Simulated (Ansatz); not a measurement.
## ClH₃OSn, SMILES [OH][SnH2][Cl]: a single point in a Gaussian basis

Computed with the Python package of Ansatz (0.2.0).

The script reads `clh3osn.xyz`:
```text
6

O    -1.09370   -1.08640   -0.45970
Sn    0.29960    0.17060    0.12650
Cl    2.07700   -1.09690    0.92900
H    -1.78140   -0.42550   -0.79960
H     0.84090    1.14410   -1.24010
H    -0.30040    1.23010    1.39780
```

The script, `run_energy.py`:
```python
'''Single point of ClH3OSn.'''

import ansatz as az

config = {
    'basis_set': 'def2-SVPD',
    'level': 'MP2',
}


def main() -> None:
    mol = az.Crystal.molecule_from_extxyz('clh3osn.xyz')

    base = (
        mol.calculation()
        .basis(gaussian=config['basis_set'])
        .correlation(config['level'])
    )
    print(base.to_yaml())
    done = base.run(threads=1, backend='cpu')
    report = done.report

    for key in ('converged', 'free_energy_ev', 'reference_energy_ev', 'n_frozen', 'n_occupied', 'n_virtual'):
        print(f'{key:22s} {report[key]}')

    print('correlation energy', round(report['free_energy_ev'] - report['reference_energy_ev'], 5), 'eV')
    cluster = report['correlation'].get('coupled_cluster')
    if cluster:
        print('cycles', cluster['cycles'], ' T1 diagnostic', round(cluster['t1_diagnostic'], 4), ' largest double', round(cluster['largest_double'], 4))

    state = report['mean_field']['state']
    print(f'mean field: {state["energy"]["hartree"]:.7f} Ha, <S^2> = {abs(state["spin_squared"]):.4f}, stability: {state.get("stability", {}).get("kind")}')


if __name__ == '__main__':
    main()
```

```console
$ python run_energy.py
crystal:
  periodic: [false, false, false]
  atoms:
    - { symbol: O, position_ang: [-1.0937, -1.0864, -0.4597] }
    - { symbol: Sn, position_ang: [0.2996, 0.1706, 0.1265] }
    - { symbol: Cl, position_ang: [2.077, -1.0969, 0.929] }
    - { symbol: H, position_ang: [-1.7814, -0.4255, -0.7996] }
    - { symbol: H, position_ang: [0.8409, 1.1441, -1.2401] }
    - { symbol: H, position_ang: [-0.3004, 1.2301, 1.3978] }
basis:
  gaussian:
    orbitals: def2-SVPD
correlation:
  method: mp2

converged              True
free_energy_ev         -20402.242615584313
reference_energy_ev    -20389.299650389283
n_frozen               10
n_occupied             [15, 15]
n_virtual              [81, 81]
correlation energy -12.94297 eV
mean field: -749.2929418 Ha, <S^2> = 0.0000, stability: minimum
```

Reading the output:
- Total energies depend on the basis set; only differences at equal settings carry meaning.
- The geometry is a force-field or estimated start, not a minimum of this method, and the basis set is short of its limit.
- def2 sets replace the cores of elements past krypton by effective core potentials.
- Inner cores stay frozen; a filled d shell under the valence of the heavier atoms is correlated with it.
- S² is that of the Hartree-Fock reference.
- It ran for 1.9 s on 1 thread of Arm Neoverse V2 (shared host), peak memory 0.26 GiB.
